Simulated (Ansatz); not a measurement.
**HfH3 (I4/mmm): scan of the energy under strain from a Python script**

What does a strain cost in HfH3 (I4/mmm)? The task is a scan of the energy under strain, for HfH3 (I4/mmm).

All numbers are computed with Ansatz 0.2.0 through its Python package. Level of theory: DFT PBEsol, plane waves, PAW.

### Step 1. Starting point

The structure is tetragonal, space group I4/mmm (No. 139). Conventional cell: a = 3.053 Å, b = 3.053 Å, c = 6.068 Å, α = 90.00°, β = 90.00°, γ = 90.00°. Around Hf (site symmetry 4/mmm) lie 12 H at 2.15 to 2.16 Å. H (site symmetry -4m2) is surrounded by 4 Hf at 2.15 Å and 8 H at 2.15 to 2.16 Å. Around H (site symmetry 4/mmm) lie 8 H at 2.15 Å and 4 Hf at 2.16 Å.

The script holds or builds the structure itself.

### Step 2. Script

Input file hfh3.py:

```python
'''A rhombohedral strain scan of HfH3.'''

import ansatz as az
import numpy as np
from tabulate import tabulate

VECTORS = np.array([
    [-1.526512, 1.526512, 3.034032],
    [1.526512, -1.526512, 3.034032],
    [1.526512, 1.526512, -3.034032],
])
SITES = [
    ('Hf', [0.0, 0.0, 0.0]),
    ('H', [0.75, 0.25, 0.5]),
    ('H', [0.25, 0.75, 0.5]),
    ('H', [0.5, 0.5, 0.0]),
]


def crystal_on(cell):
    crystal = az.Crystal(lattice=az.Lattice.of(cell))
    for symbol, position in SITES:
        crystal = crystal.atom(symbol, position)
    return crystal

# clamped ions: the fractional positions stay as typed
values = np.linspace(-0.01, 0.01, 5)
energies = []
for d in values:
    strain = d / 2 * (np.ones((3, 3)) - np.eye(3))
    cell = VECTORS @ (np.eye(3) + strain)
    calc = (
        crystal_on(cell).calculation()
        .occupations('fermi_dirac', width=150 * az.meV)
        .pseudopotentials('paw')
        .functional('pbesol')
        .basis(550)
        .kpoints(16, 16, 16)
        .stress()
    )
    data = calc.run(threads=1).report
    energies.append(data['free_energy_ev'] / len(SITES))
    s = data['stress_gpa']
    print(f'd = {d:+.4f}  stress xx yy zz xy (GPa, compression positive): {s[0][0]:8.3f} {s[1][1]:8.3f} {s[2][2]:8.3f} {s[0][1]:8.3f}')
energies = np.array(energies)

print(tabulate(zip(values, 1000 * (energies - energies.min())), headers=['strain', 'dE (meV/atom)'], floatfmt='.3f'))
curvature = 2 * np.polyfit(values, energies, 3)[1]
volume = abs(np.linalg.det(VECTORS)) / len(SITES)
print(f'd2E/dd2 over the volume: {curvature / volume * 160.21766:.1f} GPa')
```

### Step 3. The calls as engine input

The engine receives this input (first run):

```yaml
crystal:
  lattice:
    - [-1.5493147200000001, 1.5189744, 3.034032]
    - [1.5189744, -1.5493147200000001, 3.034032]
    - [1.5340496000000001, 1.5340496000000001, -3.04929712]
  atoms:
    - { symbol: Hf, position: [0.0, 0.0, 0.0] }
    - { symbol: H, position: [0.75, 0.25, 0.5] }
    - { symbol: H, position: [0.25, 0.75, 0.5] }
    - { symbol: H, position: [0.5, 0.5, 0.0] }
basis:
  ecutwfc: 550.0
kpoints:
  mp_grid:
    grid: [16, 16, 16]
hamiltonian:
  xc: pbesol
  pseudopotentials:
    kind: paw
scf:
  occupations:
    method: fermi_dirac
    width: 0.15
output:
  stress: true
```

### Step 4. Launch

Run with:

```bash
$ python hfh3.py
```

**Question.** How much energy does this rhombohedral strain cost, and what curvature follows?

As calculated:

```
                  quantity          value
curvature under the strain      140.0 GPa
             runs compared              5
           range of energy  0.32 meV/atom
      lowest point, strain          0.000
```

In words: Against the unstrained cell the energy per atom changes by +0.32 meV at one end of the scan and +0.30 meV at the other, and its second derivative over the volume is 140.0 GPa. Spin is left out of this run. A Fermi-Dirac width this large means warm electrons, whose thermal share enters the free energy. The curvature belongs to this strain pattern and to the cell's stress; it equals a single elastic constant only for simple patterns. In a metal a curvature from energy changes of a few meV or less hangs on mesh and smearing, in size and even in sign. Spin-orbit coupling, which matters for elements this heavy, is left out. This cell is a computed structure, which may not be the phase found in nature. The ions keep their fractional positions (clamped ions).
